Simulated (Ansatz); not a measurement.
# ClFH2OSeTi: the cost of one run

Program: Ansatz 0.2.0, Gaussian basis. Level of theory: functionals in def2-TZVPP, the program's frozen cores in correlated methods. These are calculated values, not measurements.

Plan: PBE-D4, r2SCAN-D4, PBE0-D4, B3LYP-D4, ωB97X-V, ωB97M-V, B2PLYP; CCSD(T)/def2-TZVPP; MP2/def2-QZVPP; extrapolation to the limit.

## (1) The relaxed structure

All runs share one geometry, relaxed beforehand with PBE0-D4 in a triple-zeta def2 set.

SMILES `[OH][Ti]([F])([Cl])[SeH]`, 7 atoms, charge 0, spin multiplicity 1.

Atoms are counted from 1 here; the program's logs count them from 0.

Bond lengths: O1–Ti2 1.752 Å, O1–H6 0.958 Å, Ti2–F3 1.747 Å, Ti2–Cl4 2.195 Å, Ti2–Se5 2.412 Å, Se5–H7 1.473 Å. Angles: Ti2–O1–H6 145.3°, O1–Ti2–F3 113.1°, O1–Ti2–Cl4 111.6°, O1–Ti2–Se5 103.7°, F3–Ti2–Cl4 109.1°, F3–Ti2–Se5 108.9°, Cl4–Ti2–Se5 110.4°, Ti2–Se5–H7 89.4°.

## (2) PBE-D4 (GGA)

in.yaml reads:

```yaml
crystal:
  periodic: [false, false, false]
  atoms:
    - {symbol: O, position_ang: [-1.691724, 0.456818, 0.011703]}
    - {symbol: Ti, position_ang: [-0.095441, -0.210478, -0.261979]}
    - {symbol: F, position_ang: [0.042325, -1.881614, 0.227693]}
    - {symbol: Cl, position_ang: [0.505682, -0.028137, -2.365236]}
    - {symbol: Se, position_ang: [1.334865, 1.133167, 1.140508]}
    - {symbol: H, position_ang: [-2.551223, 0.305556, 0.406557]}
    - {symbol: H, position_ang: [2.455517, 0.224697, 0.840764]}
basis:
  gaussian: {orbitals: def2-TZVPP}
hamiltonian: {xc: pbe, dispersion: d4}
output: {forces: true, orbitals: {seedname: orbitals}}
```

Started as:

```sh
$ ansatz run in.yaml --threads 2 --pin off --events-out ev --progress --plain --max-ram 32768MiB --backend cpu
```

**Question.** How long does this run take on 2 threads of AMD EPYC 7R13, shared host, and how much memory does it need?

About 4.8 s, with a peak of 0.4 GiB.
